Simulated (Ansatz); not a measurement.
# Ta3N (P-3m1) in Ansatz: a series of runs, part 2 of 2

Ansatz 0.2.0. Earlier steps stand in the parts before.

### 4 Relaxation of cell and atoms, PBEsol+U

The input, input.yaml:

```yaml
crystal:
  lattice:
    - [3.0322239879, 0.0, 0.0]
    - [-1.516111994, 2.6259830035, 0.0]
    - [0.0, 0.0, 7.524137]
  atoms:
    - { symbol: Ta, position: [0.6666666667, 0.3333333333, 0.82607] }
    - { symbol: Ta, position: [0.3333333333, 0.6666666667, 0.17393] }
    - { symbol: Ta, position: [0.0, 0.0, 0.5] }
    - { symbol: "N", position: [0.0, 0.0, 0.0] }
hamiltonian:
  xc: pbesol
  pseudopotentials: { kind: paw }
  hubbard: { sites: [{ species: Ta, l: d, u_eff: 6.0 }] }
kpoints:
  mp_grid: { grid: [10, 10, 4] }
scf:
  occupations: { method: fermi_dirac, width: 0.05 }
output:
  forces: true
  stress: true
  eigenvalues: true
relax:
  f_tol: 0.01
  max_steps: 40
  cell: { stress_tol: 0.05 }
```

Potentials or basis: Ansatz PAW.

The run is started by

```sh
ansatz run input.yaml --threads 2 --pin off --max-ram 5632MiB --backend cpu --events-out ev --progress --plain --runs-dir out
```

The program printed:

```text
Warning: RAYON_NUM_THREADS=2 ignored (pool sized by the plan → 2); use --threads N
Ta: projections on atomic orbitals take those of the free atom [Kr 4d10 4f14] 5s2 5p6 5d3 6s2, of charge +0.00 (hamiltonian.pseudopotentials.projection_atoms); the dataset's partial waves leave at most 6.0e-5 of an orbital's norm unspanned inside its sphere
N: projections on atomic orbitals take those of the free atom [He] 2s2 2p3, of charge +0.00 (hamiltonian.pseudopotentials.projection_atoms); the dataset's partial waves leave at most 9.3e-9 of an orbital's norm unspanned inside its sphere
Engine: ansatz 0.2.0, x86_64-unknown-linux-gnu
Pseudopotentials: kind: paw
Pseudopotential: Ta, paw, valence charge 13, recommended cutoff 420 eV (normal), Ta.paw.azcp
Pseudopotential: N, paw, valence charge 5, recommended cutoff 420 eV (normal), N.paw.azcp
Functional definition: PBEsol
  exchange = pbesol_x
  correlation = pbesol_c
[... 142 lines left out ...]
  k-point 2: bands = ["-49.5625", "-49.5424", "-48.9497", "-16.4244", "-15.9328", "-15.7353", "-15.7353", "-15.7069", "-15.7069", "-15.2649", "-15.1057", "-15.1057", "2.0848", "10.0541", "12.4278", "14.0869", "14.0869", "14.9126", "17.0043", "17.5633", "19.1820", "19.1820", "19.8958", "19.8958", "19.9813", "20.9506", "20.9506"]
  k-point 49: bands = ["-49.4828", "-49.4822", "-48.8768", "-16.4205", "-16.3378", "-16.2377", "-16.1818", "-15.9693", "-15.9543", "-15.6238", "-15.5134", "-15.1899", "3.3405", "11.7471", "12.2821", "13.0275", "16.6631", "17.0524", "17.4411", "17.5240", "17.8272", "17.9718", "19.7276", "20.3535", "22.1257", "22.2470", "23.4774"]
Occupation matrices written to <dir>
--- Relaxed structure (5 steps of the walk, 4 accepted, 1 SCFs on fresh bases) ---
  F+E_penalty+E_count = -29779.02583234 eV   max|allowed force component| = 2.066e-4 eV/Å   (the final SCF, on the basis selected at the relaxed cell)
  cell:  # Å, volume = 59.5539 Å³
    - [2.9959233389217514, 2.8521914988627578e-11, 1.223479213821719e-18]
    - [-1.4979616694855766, 2.594545719282673, -1.2234792138149796e-18]
    - [3.0359317973235678e-18, -1.7527960403682648e-18, 7.661576497388464]
  atoms:
    - { symbol: Ta, position: [0.6666666666666669, 0.33333333333333337, 0.82617468155326] }
    - { symbol: Ta, position: [0.33333333333333337, 0.6666666666666669, 0.17382531844673998] }
    - { symbol: Ta, position: [-9.62964972193618e-35, -4.81482486096809e-35, 0.5] }
    - { symbol: N, position: [-1.601026800134208e-34, -9.740640756390254e-36, -7.204827427288369e-21] }
```

occupation_matrices:

```text
# The occupation matrices of the corrected shells as a run of Ansatz 0.0.0 ended. An entry of
# hamiltonian.hubbard.sites starts from them by `starting_ns: <path of this file>`, where that key's refused
# combinations let it.
# Free energy -29779.025832 eV.
[... 35 lines left out ...]
  site2_d:
    matrix:
      - [0.5999316226904607, 2.1507057112958262e-17, -2.5144256292054167e-17, 4.697470714541195e-17, -1.2932533756878878e-17]
      - [2.063969537496986e-17, 0.30490066626025, 4.084093505032749e-18, 2.229138687527235e-12, -0.07804914240230024]
      - [-2.434917469889813e-17, 1.6227157836870398e-17, 0.30490066626024986, -0.07804914240230014, -2.2291424197506033e-12]
      - [3.8879330924186857e-17, 2.229139265768394e-12, -0.07804914240230014, 0.37920037050411226, 2.618847570065006e-17]
      - [-1.0041327963584199e-17, -0.07804914240230024, -2.2291414801087203e-12, 2.4453752224673253e-17, 0.3792003705041126]
```

Run time: 56 s. Hardware: 2 threads of Intel Xeon at 2.50GHz (Skylake/Cascade Lake), shared host; peak memory 0.48 GiB.

What came out:

* Free energy: -29779.0258 eV
* Relaxed volume: 14.89 Å³/atom
* Relaxed cell: a = 2.996 Å, b = 2.996 Å, c = 7.662 Å, α = 90.00°, β = 90.00°, γ = 120.00°
* Space group after relaxing (to 0.05 Å): P-3m1 (No. 164)
* Energy gained by relaxing: 5.6 meV/atom
* Ionic steps: 5
* Pressure after relaxing: 0.0 GPa
* Band gap on the k mesh: none (metal or under the smearing width)

Step by step:
```csv
step,energy change (eV),largest force (eV/Å),volume (Å³)
1,0.0000,0.3188,59.91
2,-0.0220,0.0333,59.49
3,-0.0227,0.0157,59.54
4,-0.0227,0.0001,59.55
5,-0.0225,0.0002,59.55
```

Final structure:
```yaml
crystal:
  lattice:
    - [2.99592, 0.00000, 0.00000]
    - [-1.49796, 2.59455, 0.00000]
    - [0.00000, 0.00000, 7.66158]
  atoms:
    - { symbol: Ta, position: [0.66667, 0.33333, 0.82617] }
    - { symbol: Ta, position: [0.33333, 0.66667, 0.17383] }
    - { symbol: Ta, position: [0.00000, 0.00000, 0.50000] }
    - { symbol: N, position: [0.00000, 0.00000, 0.00000] }
```

Eigenvalues of the final occupation matrices:
```tsv
site	spin	trace	eigenvalues
site 1	1	1.93	0.33 0.33 0.39 0.39 0.49
site 2	1	1.93	0.33 0.33 0.39 0.39 0.49
site 3	1	1.97	0.26 0.26 0.43 0.43 0.60
```

Caveat: the plane-wave basis is chosen anew once the cell has moved, so the energies of steps on either side of that aren't comparable; U without spin polarisation on a metal has little footing; the PAW data sets come from PBE, with cores solved anew for the run's functional, which leaves a small shift of forces and pressure.

### 5 Relaxation of cell and atoms, PBEsol+U

input.yaml, as its differences from that of step 4:

```diff
@@ -13,3 +13,3 @@
   pseudopotentials: { kind: paw }
-  hubbard: { sites: [{ species: Ta, l: d, u_eff: 6.0 }] }
+  hubbard: { sites: [{ species: Ta, l: d, u_eff: 8.0 }] }
 kpoints:
```

The run is started by

```sh
ansatz run input.yaml --threads 2 --pin off --max-ram 5632MiB --backend cpu --events-out ev --progress --plain --runs-dir out
```

Wall time 83 s (2 threads of Intel Xeon at 2.50GHz (Skylake/Cascade Lake), shared host); peak memory 0.48 GiB.

The run converged. Its results:

```yaml
Free_energy: -29772.4915 eV
Relaxed_volume: 15.87 Å³/atom
Relaxed_cell: a = 3.053 Å, b = 3.053 Å, c = 7.864 Å, α = 90.00°, β = 90.00°, γ = 120.00°
Space_group_after_relaxing_to_0.05_Å: P-3m1 (No. 164)
Energy_gained_by_relaxing: 40.4 meV/atom
Ionic_steps: 9
Pressure_after_relaxing: 0.0 GPa
Band_gap_on_the_k_mesh: none (metal or under the smearing width)
```

The path:
```tsv
step	energy change (eV)	largest force (eV/Å)	volume (Å³)
1	0.0000	0.7906	59.91
2	-0.1100	0.9734	63.78
3	-0.1520	0.2556	63.12
4	-0.1553	0.0346	63.25
5	-0.1554	0.0024	63.38
6	-0.1553	0.0007	63.41
7	-0.1617	0.0010	63.41
8	-0.1616	0.0008	63.48
9	-0.1617	0.0006	63.48
```

Final structure:
```cif
data_structure
_symmetry_space_group_name_H-M 'P 1'
_symmetry_Int_Tables_number 1
_cell_length_a 3.0531
_cell_length_b 3.0531
_cell_length_c 7.8637
_cell_angle_alpha 90.000
_cell_angle_beta 90.000
_cell_angle_gamma 120.000
_cell_volume 63.48
loop_
_atom_site_label
_atom_site_type_symbol
_atom_site_fract_x
_atom_site_fract_y
_atom_site_fract_z
_atom_site_occupancy
Ta1 Ta 0.66667 0.33333 0.83110 1
Ta2 Ta 0.33333 0.66667 0.16890 1
Ta3 Ta 0.00000 0.00000 0.50000 1
N1 N 0.00000 0.00000 0.00000 1
```

Levels at points of the mesh, in eV from the Fermi level:
| k point | band 18 | band 19 | band 20 | band 21 | band 22 | band 23 | band 24 | band 25 | band 26 | band 27 |
| --- | --- | --- | --- | --- | --- | --- | --- | --- | --- | --- |
| (0.00, 0.00, 0.00) | -5.10 | -3.36 | -2.83 | -0.41 | 0.25 | 0.25 | 0.87 | 0.87 | 2.29 | 2.61 |
| (0.00, 0.00, -0.50) | -5.11 | -3.78 | -3.16 | -0.36 | 0.36 | 0.36 | 0.92 | 0.92 | 2.35 | 2.35 |
| (0.00, -0.50, 0.00) | -3.73 | -2.46 | -2.00 | -1.55 | -0.56 | 0.53 | 2.34 | 3.64 | 3.66 | 3.94 |
| (0.00, -0.50, -0.50) | -3.50 | -2.97 | -1.78 | -1.52 | -0.45 | -0.15 | 2.84 | 3.21 | 3.43 | 4.01 |

Eigenvalues of the final occupation matrices:
```csv
site,spin,trace,eigenvalues
site 1,1,1.87,0.22 0.22 0.34 0.34 0.75
site 2,1,1.87,0.22 0.22 0.34 0.34 0.75
site 3,1,1.95,0.22 0.22 0.37 0.37 0.77
```

Caveat: the plane-wave basis is chosen anew once the cell has moved, so the energies of steps on either side of that aren't comparable; U without spin polarisation on a metal has little footing; the PAW data sets come from PBE, with cores solved anew for the run's functional, which leaves a small shift of forces and pressure. Spin-orbit coupling is left out, which matters for the levels of Ta.

### 6 Summary

```tsv
U	gap on the mesh (eV)	pressure (GPa)	relaxed volume (Å³/atom)
Ta d U = 4 eV	none	0.0	14.71
Ta d U = 5 eV	none	0.0	14.78
Ta d U = 6 eV	none	0.0	14.89
Ta d U = 8 eV	none	0.0	15.87
```

Alike in all rows: task relaxation of cell and atoms; level PBEsol+U; potentials or basis Ansatz PAW; no spin polarisation; cell relaxed; k mesh 10 × 10 × 4; cutoff (eV) 420; smearing fermi-dirac 0.05 eV.

Caveats: the plane-wave basis is chosen anew once the cell has moved, so the energies of steps on either side of that aren't comparable; U without spin polarisation on a metal has little footing; the PAW data sets come from PBE, with cores solved anew for the run's functional, which leaves a small shift of forces and pressure.

Absolute energies hang on the potentials; compare differences alone.
